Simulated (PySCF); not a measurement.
# AuBr4 ([AuBr4]-): the cost of one run

Programs: PySCF 2.14.0, with routines of our own; each step states its level. All values are computed. Atoms count from 0.

## Step 1: The system as given

5 atoms, charge -1, states of the metal's open shell are computed; geometry from: model start, shaken.

## Step 2: Geometry optimisation at PBE0-D3(BJ)/def2-SVP

What the job is given:

```
{"job": {"xc": "PBE0", "basis": "def2-SVP", "d3": "d3bj", "grid": 1, "maxiter": 45, "kind": "geom"}, "charge": -1, "metal": "Au", "open_shell": "d8"}
Au     0.000020     0.004480    -0.004110
Br     2.576640    -0.006820    -0.014870
Br    -2.589100     0.020100    -0.007380
Br    -0.009310     2.597350     0.005350
Br     0.001580    -2.603960    -0.000440
```

Command:

```
> OMP_NUM_THREADS=1 python lf_run.py task.json out
```

The driver reads the jobs from task.json and runs them one after another.

Q: Estimate the wall time and peak memory of this first job on 1 thread of Intel Xeon 6975P-C, shared host.

About 1.9 min, with a peak of 0.94 GiB.
